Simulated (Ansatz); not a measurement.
# C2H5ClSi2: a ladder of functionals and wavefunction methods

One table from this session's results is given with a row withheld; the runs are named, their logs left out.

Method: functionals in def2-TZVPP, the program's frozen cores in correlated methods; program: Ansatz 0.2.0, Gaussian basis.

Levels to be run: LDA (SPW92), PBE-D4, revPBE-D4, BLYP-D4, r2SCAN-D4, B97M-V, PBE0-D4, B3LYP-D4, r2SCANh-D4, r2SCAN0-D4, HSE06-D4, BHLYP-D4, CAM-B3LYP-D4, LC-ωPBE, ωB97X-V, ωB97M-V, B2PLYP, PBE-QIDH; CCSD(T)/def2-SVP; CCSD(T)/def2-TZVPP; CCSD(T)/def2-QZVPP; extrapolation to the limit; RPA on PBE.

**The geometry**

All runs share one geometry, relaxed beforehand with PBE0-D4 in a triple-zeta def2 set.

SMILES `[SiH3]C#C[SiH2]Cl`, 10 atoms, charge 0, spin multiplicity 1.

Atoms are counted from 1 here; the program's logs count them from 0.

Bond lengths: Si1–C2 1.828 Å, Si1–H6 1.483 Å, Si1–H7 1.482 Å, Si1–H8 1.483 Å, C2–C3 1.214 Å, C3–Si4 1.817 Å, Si4–Cl5 2.049 Å, Si4–H9 1.478 Å, Si4–H10 1.478 Å. Angles: C2–Si1–H6 109.0°, C2–Si1–H7 108.8°, C2–Si1–H8 108.9°, H6–Si1–H7 110.1°, H6–Si1–H8 109.9°, H7–Si1–H8 110.1°, Si1–C2–C3 179.6°, C2–C3–Si4 179.5°, C3–Si4–Cl5 109.5°, C3–Si4–H9 109.6°, C3–Si4–H10 109.7°, Cl5–Si4–H9 108.4°, Cl5–Si4–H10 108.4°, H9–Si4–H10 111.2°.

Set-up of the first run:

File in.yaml:

```yaml
crystal:
  periodic: [false, false, false]
  atoms:
    - {symbol: Si, position_ang: [-1.191244, -2.146646, 0.063736]}
    - {symbol: C, position_ang: [-0.299552, -0.550536, 0.062244]}
    - {symbol: C, position_ang: [0.296041, 0.507363, 0.053034]}
    - {symbol: Si, position_ang: [1.188043, 2.090269, 0.054782]}
    - {symbol: Cl, position_ang: [1.449073, 2.731922, -1.873913]}
    - {symbol: H, position_ang: [-2.503342, -1.966345, 0.730069]}
    - {symbol: H, position_ang: [-1.389240, -2.585220, -1.338397]}
    - {symbol: H, position_ang: [-0.383183, -3.147951, 0.800377]}
    - {symbol: H, position_ang: [2.519891, 1.909590, 0.670387]}
    - {symbol: H, position_ang: [0.396715, 3.106354, 0.780583]}
basis:
  gaussian: {orbitals: def2-TZVPP}
hamiltonian: {xc: lda}
output: {orbitals: {seedname: orbitals}}
```

Started as:

```console
$ ansatz run in.yaml --threads 2 --pin off --events-out ev --progress --plain --max-ram 32768MiB --backend cpu
```

Steps of the session up to this table: LDA; PBE-D4 (GGA); revPBE-D4 (GGA); BLYP-D4 (GGA); r2SCAN-D4 (meta-GGA); B97M-V (meta-GGA); B3LYP-D4 (hybrid); r2SCANh-D4 (hybrid); r2SCAN0-D4 (hybrid); HSE06-D4 (hybrid); BHLYP-D4 (hybrid); CAM-B3LYP-D4 (range-separated); LC-ωPBE (range-separated); ωB97X-V (range-separated); ωB97M-V (range-separated); B2PLYP (double hybrid); PBE-QIDH (double hybrid).

One table of the session follows, with a row left open; its other results are not shown here.

It belongs to the step «Orbital energies across the functionals». 

```
  functional  HOMO (eV)  gap (eV)
 LDA (SPW92)      -7.33      5.01
      PBE-D4      -7.21      5.11
   revPBE-D4      -7.16      5.15
     BLYP-D4      -7.05      5.14
   r2SCAN-D4          ?         ?
      B97M-V      -7.53      5.58
     PBE0-D4      -8.41      7.19
    B3LYP-D4      -8.17      6.79
  r2SCANh-D4      -7.92      6.33
  r2SCAN0-D4      -8.59      7.48
    HSE06-D4      -8.01      6.41
    BHLYP-D4      -9.45      9.27
CAM-B3LYP-D4      -9.72      9.64
     LC-ωPBE     -11.14     12.13
     ωB97X-V     -10.74     11.66
     ωB97M-V     -10.60     11.36
```

Q: Estimate the row for r2SCAN-D4 from the others.

Worked estimate for «HOMO (eV)». Against the share of exact exchange, r2SCANh-D4 (0.1, -7.92), r2SCAN0-D4 (0.25, -8.59) give a slope of -4.47 per unit share; at 0 the line stands at -7.47.

As computed: HOMO (eV): -7.48; gap (eV): 5.57. In «HOMO (eV)» the line misses by +0.01.
